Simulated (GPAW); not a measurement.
# In3As: relaxation of cell and atoms with PBEsol

The system is In3As.

```
CELL_PARAMETERS angstrom
4.67168 0.00000 0.00000
0.00000 4.67168 0.00000
0.00000 0.00000 4.67168
ATOMIC_POSITIONS crystal
In 0.50000 0.50000 0.00000
In 0.50000 0.00000 0.50000
In 0.00000 0.50000 0.50000
As 0.00000 0.00000 0.00000
```

The cell comes from a database or a generator and needn't be the stable form of this composition.

```
Program             : GPAW 26.7.0
Task                : relaxation of cell and atoms
Functional          : PBEsol
Potentials or basis : PAW data sets generated in the run's folder for this functional
Cutoff              : 600 eV
Basis               : pw
k mesh              : 6 × 6 × 6
Occupations         : fermi-dirac, width 0.05 eV
Spin                : no spin polarisation
Target pressure     : 30 GPa
Maxiter             : 150
Optimizer           : BFGS
Fmax                : 0.02 eV/Å
Max steps           : 60
Target pressure     : 30 GPa
Convergence         : density=1e-05 forces=0.0001
```

| Quantity | Value |
| --- | --- |
| Relaxed volume | 18.01 Å³/atom |
| Relaxed cell | a = 4.161 Å, b = 4.161 Å, c = 4.161 Å, α = 90.00°, β = 90.00°, γ = 90.00° |
| Space group after relaxing (to 0.05 Å) | Pm-3m (No. 221) |
| Energy change on relaxing (the enthalpy is what falls) | +402.5 meV/atom |
| Ionic steps | 5 |
| Pressure after relaxing | 29.8 GPa |
| Band gap on the k mesh | none (metal or under the smearing width) |

Step by step:
| step | energy change (eV) | largest force (eV/Å) | pressure (GPa) | volume (Å³) |
| --- | --- | --- | --- | --- |
| 1 | 0.0000 | 0.0000 | -2.67 | 101.96 |
| 2 | -0.0500 | 0.0000 | -0.27 | 96.44 |
| 3 | 0.3100 | 0.0000 | 10.35 | 83.00 |
| 4 | 1.7268 | 0.0000 | 31.37 | 71.44 |
| 5 | 1.6099 | 0.0000 | 29.83 | 72.05 |

Final structure:
```
In As
1.0
     4.16117    0.00000    0.00000
     0.00000    4.16117    0.00000
     0.00000    0.00000    4.16117
In As
3 1
Direct
  0.50000 0.50000 0.00000
  0.50000 0.00000 0.50000
  0.00000 0.50000 0.50000
  0.00000 0.00000 0.00000
```

Levels at points of the mesh, in eV from the Fermi level:
```
           k point  band 20  band 21  band 22  band 23  band 24  band 25
(0.00, 0.00, 0.00)    -4.83    -1.71    -1.71     2.10     2.10     2.10
(0.50, 0.00, 0.00)    -2.80    -1.02    -1.02    -0.43    -0.25     0.56
(0.50, 0.50, 0.00)    -1.49    -0.93     0.96     0.96     1.49     1.49
(0.50, 0.50, 0.50)    -5.47    -4.84    -4.84    -4.84     6.17     6.17
```

Run time: 2.6 min on 1 thread of Arm Neoverse V2, with other jobs on the host, peak memory 0.28 GiB.

Caveat: later steps reuse the first step's grids; the volume moved by over 15 % at a fixed basis, so the end points are rough.
